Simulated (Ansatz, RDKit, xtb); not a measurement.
**C3H7FSeSi: ranking a sample of isomers**

Which of a sample of isomers of C3H7FSeSi is the most stable in the gas at 298.15 K, and what are its properties? The sample is small against all isomers, and the most stable one of this formula need not be in it.

The funnel: GFN2-xTB relaxations, single points with a density functional, relaxations at B3LYP/def2-SVP, harmonic vibrations (at GFN2-xTB), and a last energy at a higher level. All values are calculated.

## 1. Drawing up candidates

Isomers were taken from a list of plausible structures; this is a sample, not all of them. That gives 5 candidates.

| label | SMILES | spin |
| --- | --- | --- |
| c083 | C=C[C@H](F)[Se][SiH3] | singlet |
| c194 | C=C(CF)[SiH2][SeH] | singlet |
| c376 | F[SiH2][Se]C1CC1 | singlet |
| c390 | C=C[SiH2][Se]CF | singlet |
| c887 | C[C@@H]1[SiH2][C@@H](F)[Se]1 | singlet |

Candidates are built by distance geometry, with a force field where one applies, in up to four conformers (letters a to d).

**Question.** With final energies at CCSD(T)/def2-SVP + MP2/def2-TZVPP - MP2/def2-SVP, which structure will this search put lowest in free energy, and by what margin?

| quantity | value |
| --- | --- |
| lowest structure found | F[SiH2][Se]C1CC1, singlet |
| next finalist | C=C(CF)[SiH2][SeH], singlet, 30.9 kcal/mol higher in G |
| share at equilibrium, among the finalists | 100.0 % |

The search ends on `F[SiH2][Se]C1CC1`. Among the finalists first place is clear (30.9 kcal/mol); structures outside the list aren't covered. GFN2-xTB, HF/STO-3G, r2SCAN-D4/def2-SVP, B3LYP/def2-SVP, HF/def2-SVP and MP2/def2-SVP already put its bonding pattern lowest among the structures in one piece. The search is not exhaustive (a finite list of starts, one conformer a finalist), so a lower isomer can't be ruled out. Only 5 drawn patterns were tried, so whole families of isomers are missing, and the result ranks this sample alone.
